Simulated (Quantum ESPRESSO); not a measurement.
Zn3P:

```
Zn P
1.0
     3.97552    0.00000    0.00000
     0.00000    3.97552    0.00000
     0.00000    0.00000    3.97552
Zn P
3 1
Direct
  0.50000 0.50000 0.00000
  0.50000 0.00000 0.50000
  0.00000 0.50000 0.50000
  0.00000 0.00000 0.00000
```

The cell comes from a database or a generator and needn't be the stable form of this composition.

* Program: Quantum ESPRESSO 7.5
* Task: single point
* Functional: PBE
* Potentials or basis: SSSP 1.3 efficiency PBE
* Cutoff: 748 eV
* Density cutoff: 5987 eV
* k mesh: 7 × 7 × 7
* Occupations: fermi-dirac, width 0.05 eV
* Spin: no spin polarisation

On this cell: pressure -0.9 GPa; largest force zero by symmetry; band gap on the k mesh none (metal or under the smearing width).

The same run follows on a disturbed copy (atoms moved at random, drawn with an rms of 0.05 Å):

```
Zn P
1.0
     3.97552    0.00000    0.00000
     0.00000    3.97552    0.00000
     0.00000    0.00000    3.97552
Zn P
3 1
Direct
  0.51229 0.50460 0.99853
  0.50346 0.00167 0.50243
  0.99755 0.50260 0.49446
  0.99469 0.99696 0.00276
```

Q: What changes?

A: The energy (extrapolated to zero smearing) moves by +1.2 meV/atom; pressure -0.8 GPa; largest force 0.172 eV/Å; band gap on the k mesh none (metal or under the smearing width).

Forces on the atoms (eV/Å):
```
Zn  -0.115 -0.031 -0.030
Zn  -0.086  0.059 -0.004
Zn   0.169 -0.023  0.022
P    0.031 -0.005  0.012
```

Stress tensor (GPa, compression positive):
```
-0.77  0.07  0.01
 0.07 -0.80 -0.04
 0.01 -0.04 -0.75
```
